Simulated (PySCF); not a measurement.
# RbNa: changing the method

Aim: see what other levels and later steps give for RbNa.

Method: method and basis as typed in the scripts; program: PySCF 2.14.0.

1 further run of the same task is left out (it didn't finish).

## 1. Starting geometry

RbNa: 2 atoms, charge 0, spin multiplicity 1.

Bond lengths: Rb1–Na2 3.635 Å.

## 2. Base script

The input, input.py:

```python
from pyscf import gto, scf, mp

mol = gto.M(
    atom='Rb 0 0 0; Na 0 0 3.635',
    basis='jorge-dzp',
    charge=0,
    spin=0,
    symmetry=True,
    verbose=4,
)
mf = scf.RHF(mol)
mf.kernel()
mp.MP2(mf, frozen=10).kernel()
mf.dip_moment()
print('orbital energies (hartree):', mf.mo_energy[..., max(0, mol.nelec[1]-3):mol.nelec[0]+3].round(4))
```

Run with:

```bash
OMP_NUM_THREADS=1 python input.py
```

## 3. Frequency run

Variant 1 changes step after the SCF: mp2 → frequency.

input.py, as its differences from that of step 2:

```diff
@@ -1,2 +1,3 @@
-from pyscf import gto, scf, mp
+from pyscf import gto, scf
+from pyscf.hessian import thermo
 
@@ -12,3 +13,4 @@
 mf.kernel()
-mp.MP2(mf, frozen=10).kernel()
+hess = mf.Hessian().kernel()
+print('wavenumber (cm^-1) =', thermo.harmonic_analysis(mol, hess)['freq_wavenumber'].round(1))
 mf.dip_moment()
```

## 4. Population analysis

Variant 2 changes step after the SCF: mp2 → analyze.

The input, input.py:

```python
from pyscf import gto, scf

mol = gto.M(
    atom='Rb 0 0 0; Na 0 0 3.635',
    basis='jorge-dzp',
    charge=0,
    spin=0,
    symmetry=True,
    verbose=4,
)
mf = scf.RHF(mol)
mf.kernel()
mf.analyze()
print('orbital energies (hartree):', mf.mo_energy[..., max(0, mol.nelec[1]-3):mol.nelec[0]+3].round(4))
```

## 5. Pw91 (RKS)

Variant 3 changes functional: none (Hartree–Fock) → pw91; SCF type: RHF → RKS; step after the SCF: mp2 → analyze.

The input, input.py:

```python
from pyscf import gto, dft

mol = gto.M(
    atom='Rb 0 0 0; Na 0 0 3.635',
    basis='jorge-dzp',
    charge=0,
    spin=0,
    symmetry=True,
    verbose=4,
)
mf = dft.RKS(mol, xc='pw91')
mf.kernel()
mf.analyze()
print('orbital energies (hartree):', mf.mo_energy[..., max(0, mol.nelec[1]-3):mol.nelec[0]+3].round(4))
```

## 6. Lc_wpbe (RKS)

Variant 4 changes functional: none (Hartree–Fock) → lc_wpbe; SCF type: RHF → RKS; step after the SCF: mp2 → analyze.

The input, input.py:

```python
from pyscf import gto, dft

mol = gto.M(
    atom='Rb 0 0 0; Na 0 0 3.635',
    basis='jorge-dzp',
    charge=0,
    spin=0,
    symmetry=True,
    verbose=4,
)
mf = dft.RKS(mol, xc='lc_wpbe')
mf.kernel()
mf.analyze()
print('orbital energies (hartree):', mf.mo_energy[..., max(0, mol.nelec[1]-3):mol.nelec[0]+3].round(4))
```

## 7. Geometry optimisation

Variant 5 changes step after the SCF: mp2 → optimize.

The input, input.py:

```python
from pyscf import gto, scf
from pyscf.geomopt.geometric_solver import optimize

mol = gto.M(
    atom='Rb 0 0 0; Na 0 0 3.635',
    basis='jorge-dzp',
    charge=0,
    spin=0,
    symmetry=True,
    verbose=4,
)
mf = scf.RHF(mol)
mf.kernel()
mol_eq = optimize(mf, maxsteps=30)
print('optimised geometry (angstrom)')
print(mol_eq.tostring('raw'))
print('orbital energies (hartree):', mf.mo_energy[..., max(0, mol.nelec[1]-3):mol.nelec[0]+3].round(4))
```

What does the calculation give? Wanted: for each run, E(SCF); from base; gap; SCF dipole; after the SCF.

As calculated:

```tsv
run	E(SCF) (hartree)	from base (eV)	cycles	gap (eV)	SCF dipole (D)	after the SCF
base	-3099.906093	0	9	3.80	4.86	MP2 correlation -3.670 eV, core frozen
frequency run	-3099.906093	0.0000	9	3.80	4.86	highest mode 116 cm⁻¹
population analysis	-3099.906093	0.0000	9	3.80	4.86	n/a
pw91 (RKS)	-3102.272259	not comparable	11	1.06	3.35	n/a
lc_wpbe (RKS)	-3101.667502	not comparable	9	4.22	5.29	n/a
geometry optimisation	-3099.906093	0.0000	9	3.80	n/a	bond 3.831 Å, -0.014 eV
```

SCF columns refer to the geometry typed in the script.

A lower total energy from another functional means nothing by itself. The dearest run is “frequency run”, at 20 s against 2 s.
